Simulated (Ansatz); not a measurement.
# C2H8N2Si: the cost of one run

Program: Ansatz 0.2.0. Level of theory: RKS BHLYP-D4/6-31G*. These are calculated values, not measurements.

## 1. The structure to begin with

Bond lengths: N1–C2 1.384 Å, C2–N3 1.450 Å, C2–C4 1.516 Å, C4–Si5 1.712 Å, N1–H6 1.041 Å, N1–H7 1.035 Å, N3–H8 1.053 Å, N3–H9 1.003 Å, C4–H10 1.056 Å, C4–H11 1.082 Å, Si5–H12 1.509 Å, Si5–H13 1.525 Å. Angles (14 of 18 angles, heavy atoms first): N1–C2–N3 112.0°, N1–C2–C4 121.5°, N3–C2–C4 125.4°, C2–C4–Si5 91.4°, C2–N1–H6 113.6°, C2–N1–H7 109.7°, C2–N3–H8 108.0°, C2–N3–H9 111.0°, C2–C4–H10 111.1°, C2–C4–H11 110.2°, Si5–C4–H10 117.9°, Si5–C4–H11 118.0°, C4–Si5–H12 118.2°, C4–Si5–H13 118.8°.

As a file:

```xyz
13

N    -1.1109    1.1048   -0.4828
C    -0.4637   -0.1138   -0.3692
N    -1.1305   -0.9978    0.5673
C     0.9180   -0.3345   -0.9517
Si    1.6567    0.3714    0.4214
H    -1.4031    1.5088    0.4311
H    -2.0308    0.9709   -0.9370
H    -0.7286   -0.8203    1.5243
H    -0.8653   -1.9523    0.4108
H     1.0231    0.1603   -1.8786
H     1.0831   -1.3883   -1.1310
H     1.6335   -0.3998    1.7180
H     1.4388    1.8559    0.6922
```

## 2. End point A

Contents of input.yaml:

```yaml
crystal:
  periodic: [false, false, false]
  atoms:
    - { symbol: "N", position_ang: [-1.1109, 1.1048, -0.4828] }
    - { symbol: C, position_ang: [-0.4637, -0.1138, -0.3692] }
    - { symbol: "N", position_ang: [-1.1305, -0.9978, 0.5673] }
    - { symbol: C, position_ang: [0.918, -0.3345, -0.9517] }
    - { symbol: Si, position_ang: [1.6567, 0.3714, 0.4214] }
    - { symbol: H, position_ang: [-1.4031, 1.5088, 0.4311] }
    - { symbol: H, position_ang: [-2.0308, 0.9709, -0.937] }
    - { symbol: H, position_ang: [-0.7286, -0.8203, 1.5243] }
    - { symbol: H, position_ang: [-0.8653, -1.9523, 0.4108] }
    - { symbol: H, position_ang: [1.0231, 0.1603, -1.8786] }
    - { symbol: H, position_ang: [1.0831, -1.3883, -1.131] }
    - { symbol: H, position_ang: [1.6335, -0.3998, 1.718] }
    - { symbol: H, position_ang: [1.4388, 1.8559, 0.6922] }
basis:
  gaussian: { orbitals: "6-31G*" }
hamiltonian:
  xc: { name: BHLYP }
  dispersion: d4
relax:
  f_tol: 0.015
  max_steps: 40
```

The run is started by

```console
> ansatz run input.yaml --threads 2 --pin off --max-ram 3072MiB --backend cpu --events-out ev --progress --plain --runs-dir out
```

**Question.** How long does this run take on 2 threads of Arm Neoverse V2, shared host, and how much memory does it need?

About 38 s, with a peak of 0.21 GiB.
